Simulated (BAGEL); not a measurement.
**C2H3N2Si− (SMILES C=N[SiH-]C#N): HF/STO-3G (density fitting with qzvpp-jkfit)**

What is the vertical ionisation energy of C2H3N2Si− at HF/STO-3G (density fitting with qzvpp-jkfit)? 

Program for the calculation: BAGEL 1.2.2.

1 further run of the same task is left out (set aside as unsound or not needed).

**1. The molecule**

C2H3N2Si−: 8 atoms, total charge -1, spin state singlet. SMILES: `C=N[SiH-]C#N`. The coordinates come from a GFN2-xTB relaxation. This is one conformer, not always the lowest.

Bond lengths: C1–N2 1.279 Å, N2–Si3 1.675 Å, Si3–C4 1.835 Å, C4–N5 1.165 Å, C1–H6 1.097 Å, C1–H7 1.092 Å, Si3–H8 1.476 Å. Angles: C1–N2–Si3 134.6°, N2–Si3–C4 121.4°, Si3–C4–N5 164.7°, N2–C1–H6 125.3°, N2–C1–H7 119.4°, N2–Si3–H8 105.3°, C4–Si3–H8 106.3°, H6–C1–H7 115.2°.

**2. The energy at HF/STO-3G (density fitting with qzvpp-jkfit)**

Contents of hf.json:

```json
{ "bagel" : [

{
  "title" : "molecule",
  "basis" : "sto-3g",
  "df_basis" : "qzvpp-jkfit",
  "angstrom" : "true",
  "geometry" : [
    { "atom" : "C", "xyz" : [   -0.865210,    0.802790,    1.228330 ] },
    { "atom" : "N", "xyz" : [   -0.632520,   -0.386970,    0.820540 ] },
    { "atom" : "Si", "xyz" : [    0.505330,   -1.080850,   -0.194820 ] },
    { "atom" : "C", "xyz" : [    1.211410,   -0.155410,   -1.613510 ] },
    { "atom" : "N", "xyz" : [    1.917180,    0.416080,   -2.343370 ] },
    { "atom" : "H", "xyz" : [   -0.487020,    1.719820,    0.759240 ] },
    { "atom" : "H", "xyz" : [   -1.493220,    0.955010,    2.108220 ] },
    { "atom" : "H", "xyz" : [   -0.155950,   -2.270460,   -0.764620 ] }
  ]
},
{ "title" : "hf", "charge" : -1 },
{ "title" : "print", "file" : "orbitals.molden", "orbitals" : "true" }

]}
```

Launch:

```sh
$ BAGEL_NUM_THREADS=1 BAGEL hf.json > hf.out
```

Standard output:

```text
* using 1 threads per process

  ===============================================================
  ===============================================================

  *** Geometry ***

  { "atom" : "C", "xyz" : [     -1.635010,      1.517053,      2.321207 ] },
  { "atom" : "N", "xyz" : [     -1.195290,     -0.731267,      1.550596 ] },
  { "atom" : "Si", "xyz" : [      0.954935,     -2.042510,     -0.368156 ] },
  { "atom" : "C", "xyz" : [      2.289233,     -0.293682,     -3.049092 ] },
  { "atom" : "N", "xyz" : [      3.622945,      0.786277,     -4.428328 ] },
  { "atom" : "H", "xyz" : [     -0.920334,      3.249989,      1.434756 ] },
  { "atom" : "H", "xyz" : [     -2.821777,      1.804707,      3.983958 ] },
  { "atom" : "H", "xyz" : [     -0.294703,     -4.290548,     -1.444922 ] },

  Number of auxiliary basis functions:      486

  Since a DF basis is specified, we compute 2- and 3-index integrals:
    o Being stored without compression. Storage requirement is 0.004 GB

  Number of basis functions:       32
  Number of electrons      :       43

    * METHOD: MOLECULE                             0.16

  *** RHF ***

  === Nuclear Repulsion ===
   175.9317004659

      * DIIS with orbital gradients will be used.

  === RHF iteration (sto-3g) ===
      0       -469.28888856          0.02198947           0.02
      1       -469.36107999          0.01808025           0.02
      2       -469.43093849          0.00254621           0.02
      3       -469.43405714          0.00130229           0.02
      4       -469.43487904          0.00032483           0.02
      5       -469.43495491          0.00008826           0.02
      6       -469.43496152          0.00003081           0.02
      7       -469.43496242          0.00001468           0.02
      8       -469.43496266          0.00000555           0.02
      9       -469.43496269          0.00000299           0.02
     10       -469.43496269          0.00000083           0.02
     11       -469.43496269          0.00000036           0.02
     12       -469.43496269          0.00000013           0.02
     13       -469.43496269          0.00000006           0.02
     14       -469.43496269          0.00000003           0.02
     15       -469.43496269          0.00000001           0.02
     16       -469.43496269          0.00000001           0.02
    * SCF iteration converged.

    * Permanent dipole moment:
           (    0.548846,    -0.216048,    -0.292305) a.u.

    * METHOD: HF                                   0.46

    * METHOD: PRINT                                0.00

  ===============================================================
```

Run time: 0.79 s. Hardware: 1 thread of Arm Neoverse V2, shared host.

**3. Doublet neutral C2H3N2Si at the same level**

Contents of input.json:

```json
{ "bagel": [

{
  "title": "molecule",
  "basis": "sto-3g",
  "df_basis": "qzvpp-jkfit",
  "angstrom": "true",
  "geometry": [
    { "atom": "C", "xyz": [      -0.865210,       0.802790,       1.228330 ] },
    { "atom": "N", "xyz": [      -0.632520,      -0.386970,       0.820540 ] },
    { "atom": "Si", "xyz": [       0.505330,      -1.080850,      -0.194820 ] },
    { "atom": "C", "xyz": [       1.211410,      -0.155410,      -1.613510 ] },
    { "atom": "N", "xyz": [       1.917180,       0.416080,      -2.343370 ] },
    { "atom": "H", "xyz": [      -0.487020,       1.719820,       0.759240 ] },
    { "atom": "H", "xyz": [      -1.493220,       0.955010,       2.108220 ] },
    { "atom": "H", "xyz": [      -0.155950,      -2.270460,      -0.764620 ] }
  ]
},

{
  "title": "uhf",
  "nopen": 1
},

{
  "title": "print",
  "file": "orbitals.molden",
  "orbitals": "true"
}

]}
```

Launch:

```sh
$ BAGEL_NUM_THREADS=1 BAGEL input.json > input.out
```

Standard output:

```text
* using 1 threads per process

  ===============================================================
  ===============================================================

  *** Geometry ***

  { "atom" : "C", "xyz" : [     -1.635010,      1.517053,      2.321207 ] },
  { "atom" : "N", "xyz" : [     -1.195290,     -0.731267,      1.550596 ] },
  { "atom" : "Si", "xyz" : [      0.954935,     -2.042510,     -0.368156 ] },
  { "atom" : "C", "xyz" : [      2.289233,     -0.293682,     -3.049092 ] },
  { "atom" : "N", "xyz" : [      3.622945,      0.786277,     -4.428328 ] },
  { "atom" : "H", "xyz" : [     -0.920334,      3.249989,      1.434756 ] },
  { "atom" : "H", "xyz" : [     -2.821777,      1.804707,      3.983958 ] },
  { "atom" : "H", "xyz" : [     -0.294703,     -4.290548,     -1.444922 ] },

  Number of auxiliary basis functions:      486

  Since a DF basis is specified, we compute 2- and 3-index integrals:
    o Being stored without compression. Storage requirement is 0.004 GB

  Number of basis functions:       32
  Number of electrons      :       43

    * METHOD: MOLECULE                             0.16

  *** Open-shell HF ***

  === Nuclear Repulsion ===
   175.9317004659

      * DIIS with orbital gradients will be used.

  === UHF iteration (sto-3g) ===
      0       -469.37232364          0.04849223           0.04
      1       -469.44933937          0.04260251           0.04
      2       -469.47416045          0.03899821           0.05
      3       -469.55278788          0.00222801           0.04
      4       -469.55478263          0.00109555           0.04
      5       -469.55679220          0.00039580           0.04
      6       -469.55838830          0.00036539           0.04
      7       -469.56004008          0.00034036           0.04
      8       -469.56477464          0.00015830           0.04
      9       -469.56524906          0.00011118           0.04
[... 26 lines of this table left out ...]
     36       -469.56690816          0.00000002           0.04
     37       -469.56690816          0.00000002           0.04
     38       -469.56690816          0.00000001           0.04
     39       -469.56690816          0.00000001           0.04
    * SCF iteration converged.

    * S^2 (UHF) is 1.2684

    * Permanent dipole moment:
           (    0.117190,     0.306103,    -0.829168) a.u.

    * METHOD: UHF                                  1.80

    * METHOD: PRINT                                0.00

  ===============================================================
```

It took 2.1 s on 1 thread of Arm Neoverse V2, shared host.

**4. Outcome**

Level: HF/STO-3G (density fitting with qzvpp-jkfit).

```
                                                                quantity          value
                                         singlet C2H3N2Si−: total energy  -469.43496 Eh
                                          singlet C2H3N2Si−: HOMO energy        2.31 eV
                                          singlet C2H3N2Si−: LUMO energy       13.91 eV
singlet C2H3N2Si−: HOMO–LUMO gap (to an unbound level, set by the basis)       11.60 eV
                                  doublet neutral C2H3N2Si: total energy  -469.56691 Eh
                                 doublet neutral C2H3N2Si: dipole moment         2.27 D
                                          doublet neutral C2H3N2Si: ⟨S²⟩          1.268
                     vertical detachment energy (to the doublet neutral)      -3.590 eV
```

What this shows: The species is unbound against losing an electron at this level, by 3.59 eV (−83 kcal/mol); missing correlation or diffuse functions can give that sign where the real anion is bound. In a minimal basis such a difference can be off by several eV, whatever the method. The HOMO (singlet C2H3N2Si−) lies at positive energy, 2.31 eV: the electron is unbound at this level or held by a compact basis; values depend on the basis. ⟨S²⟩ (doublet neutral C2H3N2Si) is 1.27 where a pure doublet has 0.75: the reference is spin-contaminated.
